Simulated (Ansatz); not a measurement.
# C2H9FO3Si2: the cost of one run

Method: RKS PBE0-D4/STO-3G, in Ansatz 0.2.0.

## (1) The starting structure

Bond lengths (14 of 16 bonds, heavy atoms first): Si1–O2 1.680 Å, O2–Si3 1.680 Å, Si1–F7 1.590 Å, Si1–O8 1.679 Å, O8–C9 1.420 Å, Si1–O13 1.679 Å, O13–C14 1.420 Å, Si3–H4 1.460 Å, Si3–H5 1.460 Å, Si3–H6 1.460 Å, C9–H10 1.110 Å, C9–H11 1.110 Å, C9–H12 1.110 Å, C14–H15 1.110 Å. Angles (14 of 27 angles, heavy atoms first): Si1–O2–Si3 125.0°, O2–Si1–F7 109.5°, O2–Si1–O8 109.5°, O2–Si1–O13 109.5°, F7–Si1–O8 109.5°, F7–Si1–O13 109.5°, O8–Si1–O13 109.5°, Si1–O8–C9 125.0°, Si1–O13–C14 125.0°, O2–Si3–H4 109.5°, O2–Si3–H5 109.5°, O2–Si3–H6 109.5°, O8–C9–H10 109.5°, O8–C9–H11 109.5°.

Its coordinates follow in the input file.

## (2) Preparing the start

File input.yaml:

```yaml
crystal:
  periodic: [false, false, false]
  atoms:
    - { symbol: Si, position_ang: [0.0, 0.0, 0.0] }
    - { symbol: O, position_ang: [0.0, 0.0, 1.68] }
    - { symbol: Si, position_ang: [-1.3147, -0.4067, 2.6436] }
    - { symbol: H, position_ang: [-2.239, -1.2403, 1.8804] }
    - { symbol: H, position_ang: [-0.8506, -1.1432, 3.8157] }
    - { symbol: H, position_ang: [-1.9987, 0.8095, 3.0733] }
    - { symbol: F, position_ang: [1.4994, 0.0, -0.5295] }
    - { symbol: O, position_ang: [-0.7913, 1.3709, -0.5594] }
    - { symbol: C, position_ang: [-2.1512, 1.4177, -0.9653] }
    - { symbol: H, position_ang: [-2.7687, 0.8215, -0.2614] }
    - { symbol: H, position_ang: [-2.5023, 2.4707, -0.9639] }
    - { symbol: H, position_ang: [-2.2473, 0.9975, -1.9882] }
    - { symbol: O, position_ang: [-0.7913, -1.3709, -0.5594] }
    - { symbol: C, position_ang: [-1.5365, -2.2685, 0.2501] }
    - { symbol: H, position_ang: [-1.2251, -2.1576, 1.3097] }
    - { symbol: H, position_ang: [-2.6187, -2.04, 0.1571] }
    - { symbol: H, position_ang: [-1.349, -3.3106, -0.083] }
basis:
  gaussian: { orbitals: STO-3G }
hamiltonian:
  xc: pbe0
  dispersion: d4
relax:
  f_tol: 0.02
  max_steps: 40
```

On the command line:

```sh
$ ansatz run input.yaml --threads 1 --pin off --max-ram 2048MiB --backend cpu --events-out ev --progress --plain --runs-dir out
```

Q: Estimate wall time and peak memory on 1 thread of AMD EPYC 7R43 (Zen 3), shared host.

About 99 s, with a peak of 0.18 GiB.
